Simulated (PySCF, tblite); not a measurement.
**C₄H₁₂BN: geometry, infrared bands and NMR shifts**

Aim: predict the infrared bands and NMR shifts of C₄H₁₂BN (`C=C[B@H-](C)[NH2+]C`).

The runs use tblite 0.8.0 and PySCF 2.14.0, with density-fitted response routines of our own; the level of theory stands in each step. All values are computed, except where a source is named. Atoms are numbered from 0 throughout.

## 1. Starting geometry

18 atoms, charge 0, multiplicity 1; geometry from: force field or distance geometry start.

Bonds of the start (Å): C0–C1 1.34, C1–B2 1.60, B2–C3 1.60, B2–N4 1.55, N4–C5 1.47, C0–H6 1.08, C0–H7 1.09, C1–H8 1.07, B2–H9 1.19, C3–H10 1.11, C3–H11 1.11, C3–H12 1.13, N4–H13 1.03, N4–H14 1.04, C5–H15 1.12, C5–H16 1.11, C5–H17 1.12.

## 2. Relaxing the molecule with GFN2-xTB

Job settings and geometry (Å):

```
{"job": {"kind": "relax", "xc": "GFN2-xTB", "basis": "xTB"}, "charge": 0, "multiplicity": 1}
C     -1.684800     0.848700     1.124900
C     -1.162700     0.899500    -0.107700
B     -0.153500    -0.227400    -0.638600
C     -0.898900    -1.647800    -0.687100
N      1.126100    -0.305800     0.227000
C      1.953800     0.894500     0.077100
H     -1.473300     0.042300     1.808000
H     -2.358900     1.644400     1.454200
H     -1.400200     1.721000    -0.752000
H      0.126300     0.053600    -1.761400
H     -1.874700    -1.570400    -1.206700
H     -0.267200    -2.389500    -1.219600
H     -1.077700    -2.025000     0.363000
H      0.886500    -0.434000     1.225600
H      1.688900    -1.120500    -0.086500
H      1.417800     1.798000     0.458300
H      2.262300     1.050000    -0.977000
H      2.881500     0.774800     0.686600
```

Command:

```sh
> OMP_NUM_THREADS=1 python probes_run.py task.json out
```

This one command runs all jobs of the session in turn.

**Question.** This job is followed by: GFN2-xTB harmonic vibrations, gas phase; GIAO PBE0/pcSseg-1 NMR shielding, non-relativistic, gas phase. Predict these results of the whole session: strongest single infrared mode (GFN2-xTB); zero-point energy (GFN2-xTB); 13C shifts against TMS (PBE0/pcSseg-1); 1H shifts against TMS (PBE0/pcSseg-1, means over atoms taken as alike); 11B shifts against BF3·OEt2 (PBE0/pcSseg-1); 15N shifts against NH3 (PBE0/pcSseg-1); surface potential, 1st and 99th percentile.

The runs gave:

| quantity | value |
| --- | --- |
| strongest single infrared mode (GFN2-xTB) | 2430 cm⁻¹, 241 km/mol |
| zero-point energy (GFN2-xTB) | 99.2 kcal/mol |
| 13C shifts against TMS (PBE0/pcSseg-1) | 165.7, 113.1, 31.6, 9.7 ppm |
| 1H shifts against TMS (PBE0/pcSseg-1, means over atoms taken as alike) | 7.13, 5.47, 4.70, 3.06, 2.74, 2.42, 2.42, -0.23 ppm |
| 11B shifts against BF3·OEt2 (PBE0/pcSseg-1) | -13.8 ppm |
| 15N shifts against NH3 (PBE0/pcSseg-1) | 55.6 ppm |
| surface potential, 1st and 99th percentile | -1.20 V and 2.24 V |

What this shows: Relaxing lowered the energy by 0.412 eV in 91 steps; the close pair that moved most is B2–N4, from 1.547 to 1.645 Å. All 48 modes are real, so the xTB geometry is a minimum. The strongest single mode, at 2430 cm⁻¹, moves mainly H9. Unscaled tight-binding wavenumbers are off by several per cent, some by more. Its intensities can rank the bands wrongly. H8 (hydrogen on an alkene CH) lies farthest downfield among hydrogen, at 7.13 ppm; olefinic region. At PBE0/pcSseg-1: The widest tensor belongs to C1: span 299 ppm, with a paramagnetic part of -237 ppm.
